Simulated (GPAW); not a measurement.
TiSi2:

```
Ti Si
1.0
     0.00000    4.11752    4.26290
     2.38951    0.00000    4.26290
     2.38951    4.11752    0.00000
Ti Si
2 4
Cartesian
  3.5843 6.1763 6.3943
  2.3895 4.1175 4.2629
  1.1948 3.3975 2.1314
  1.1948 0.7200 2.1314
  2.3895 1.3387 4.2629
  2.3895 6.8963 4.2629
```

The cell is a database's computed one.

| Item | Value |
| --- | --- |
| Program | GPAW 26.7.0 |
| Task | relaxation of cell and atoms |
| Functional | PBE |
| Potentials or basis | GPAW PAW data sets (gpaw-data 1.2.1) |
| Cutoff | 600 eV |
| Basis | pw |
| k mesh | 5 × 5 × 5 |
| Occupations | fermi-dirac, width 0.05 eV |
| Spin | no spin polarisation |

At the start: pressure 2.4 GPa; volume 13.98 Å³/atom.

Question: Where does the relaxation end?

Answer: Over 7 steps the energy falls by 2.7 meV/atom and the volume is 14.21 Å³/atom (+1.6 %); space group Fddd (No. 70, to 0.05 Å).

The path:
| step | energy change (eV) | largest force (eV/Å) | pressure (GPa) | volume (Å³) |
| --- | --- | --- | --- | --- |
| 1 | 0.0000 | 0.0362 | 2.44 | 83.88 |
| 2 | -0.0026 | 0.0344 | 2.19 | 84.01 |
| 3 | -0.0159 | 0.0185 | -0.03 | 85.20 |
| 4 | -0.0160 | 0.0166 | -0.09 | 85.24 |
| 5 | -0.0163 | 0.0108 | -0.16 | 85.27 |
| 6 | -0.0164 | 0.0026 | -0.15 | 85.27 |
| 7 | -0.0164 | 0.0039 | -0.08 | 85.23 |

Final structure:
```xyz
6
Lattice="0.0000 4.1288 4.3048 2.3977 0.0000 4.3048 2.3977 4.1288 0.0000" Properties=species:S:1:pos:R:3 pbc="T T T"
Ti    3.5965    6.1933    6.4572
Ti    2.3977    4.1288    4.3048
Si    1.1988    3.3969    2.1524
Si    1.1988    0.7319    2.1524
Si    2.3977    1.3325    4.3048
Si    2.3977    6.9252    4.3048
```

Caveat: later steps reuse the first step's grids.
